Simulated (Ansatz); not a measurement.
# Ti12TeO23: the cost of one run

Program: Ansatz 0.2.0. Level of theory: DFT, PBE, plane-wave PAW, default files, scalar-relativistic, as far as a step names no other. These are calculated values, not measurements.

**1. Starting point**

The structure is orthorhombic, space group Pmm2 (No. 25). Conventional cell: a = 6.505 Å, b = 8.878 Å, c = 6.505 Å, α = 90.00°, β = 90.00°, γ = 90.00°. Ti (site symmetry m) has 1 Te at 1.95 Å and 5 O at 1.95 to 1.98 Å as nearest neighbours. Around Ti (site symmetry mm2) lie 6 O at 1.95 to 1.98 Å. Around Ti (site symmetry m) lie 6 O at 1.95 to 1.98 Å. Ti (site symmetry mm2) has 5 O at 1.95 to 1.98 Å and 1 Te at 1.98 Å as nearest neighbours. Only part of the 20 independent sites is listed.

As a file:

```
Ti Te O
1.0
     4.59984    4.59984    0.00000
    -4.59984    4.59984    0.00000
     0.00000    0.00000    8.87764
Ti Te O
12 1 23
Cartesian
  2.2999 2.2999 0.0000
  2.2999 2.2999 2.9592
  2.2999 2.2999 5.9184
  -2.2999 2.2999 0.0000
  -2.2999 2.2999 2.9592
  -2.2999 2.2999 5.9184
  0.0000 0.0000 1.4796
  0.0000 0.0000 4.4388
  0.0000 0.0000 7.3980
  0.0000 4.5998 1.4796
  0.0000 4.5998 4.4388
  0.0000 4.5998 7.3980
  3.2000 3.2000 1.4796
  3.2000 3.2000 4.4388
  3.2000 3.2000 7.3980
  -1.3998 3.2000 1.4796
  -1.3998 3.2000 4.4388
  -1.3998 3.2000 7.3980
  -0.9001 5.4999 0.0000
  -0.9001 5.4999 2.9592
  -0.9001 5.4999 5.9184
  -0.9001 0.9001 0.0000
  -0.9001 0.9001 2.9592
  -0.9001 0.9001 5.9184
  0.9001 3.6997 0.0000
  0.9001 3.6997 2.9592
  0.9001 3.6997 5.9184
  -3.6997 3.6997 0.0000
  -3.6997 3.6997 2.9592
  -3.6997 3.6997 5.9184
  1.3998 1.3998 1.4796
  1.3998 1.3998 4.4388
  1.3998 1.3998 7.3980
  1.3998 5.9997 1.4796
  1.3998 5.9997 4.4388
  1.3998 5.9997 7.3980
```

Atom 13 of the input is the impurity.

**2. Gradients at the starting positions**

Contents of input.yaml:

```yaml
crystal:
  lattice:
    - [4.5998373239, 4.5998373239, 0.0]
    - [-4.5998373239, 4.5998373239, 0.0]
    - [0.0, 0.0, 8.87764068]
  atoms:
    - { symbol: Ti, position: [0.5, 0.0, 0.0] }
    - { symbol: Ti, position: [0.5, 0.0, 0.3333333333] }
    - { symbol: Ti, position: [0.5, 0.0, 0.6666666667] }
    - { symbol: Ti, position: [0.0, 0.5, 0.0] }
    - { symbol: Ti, position: [0.0, 0.5, 0.3333333333] }
    - { symbol: Ti, position: [0.0, 0.5, 0.6666666667] }
    - { symbol: Ti, position: [0.0, 0.0, 0.1666666667] }
    - { symbol: Ti, position: [0.0, 0.0, 0.5] }
    - { symbol: Ti, position: [0.0, 0.0, 0.8333333333] }
    - { symbol: Ti, position: [0.5, 0.5, 0.1666666667] }
    - { symbol: Ti, position: [0.5, 0.5, 0.5] }
    - { symbol: Ti, position: [0.5, 0.5, 0.8333333333] }
    - { symbol: Te, position: [0.69567868, 0.0, 0.1666666667] }
    - { symbol: O, position: [0.69567868, 0.0, 0.5] }
    - { symbol: O, position: [0.69567868, 0.0, 0.8333333333] }
    - { symbol: O, position: [0.19567868, 0.5, 0.1666666667] }
    - { symbol: O, position: [0.19567868, 0.5, 0.5] }
    - { symbol: O, position: [0.19567868, 0.5, 0.8333333333] }
    - { symbol: O, position: [0.5, 0.69567868, 0.0] }
    - { symbol: O, position: [0.5, 0.69567868, 0.3333333333] }
    - { symbol: O, position: [0.5, 0.69567868, 0.6666666667] }
    - { symbol: O, position: [0.0, 0.19567868, 0.0] }
    - { symbol: O, position: [0.0, 0.19567868, 0.3333333333] }
    - { symbol: O, position: [0.0, 0.19567868, 0.6666666667] }
    - { symbol: O, position: [0.5, 0.30432132, 0.0] }
    - { symbol: O, position: [0.5, 0.30432132, 0.3333333333] }
    - { symbol: O, position: [0.5, 0.30432132, 0.6666666667] }
    - { symbol: O, position: [0.0, 0.80432132, 0.0] }
    - { symbol: O, position: [0.0, 0.80432132, 0.3333333333] }
    - { symbol: O, position: [0.0, 0.80432132, 0.6666666667] }
    - { symbol: O, position: [0.30432132, 0.0, 0.1666666667] }
    - { symbol: O, position: [0.30432132, 0.0, 0.5] }
    - { symbol: O, position: [0.30432132, 0.0, 0.8333333333] }
    - { symbol: O, position: [0.80432132, 0.5, 0.1666666667] }
    - { symbol: O, position: [0.80432132, 0.5, 0.5] }
    - { symbol: O, position: [0.80432132, 0.5, 0.8333333333] }
kpoints:
  mp_grid: { grid: [3, 3, 2] }
scf:
  occupations: { method: fermi_dirac, width: 0.01 }
hamiltonian:
  xc: pbe
  pseudopotentials: { kind: paw }
output:
  forces: true
  stress: true
  populations: true
  efg:
    quadrupole_moments_barn: { Ti: 0.247, O: -0.02558 }
    contact_densities: true
  write_density: true
  write_potential: true
  elf: true
  volumetric_format: npy
```

The run is started by

```bash
$ ansatz run input.yaml --threads 1 --pin off --max-ram 3072MiB --backend cpu --events-out ev --progress --plain --runs-dir out
```

Q: Estimate wall time and peak memory on 1 thread of Arm Neoverse V1, shared host.

About 2.3 min, with a peak of 0.96 GiB.
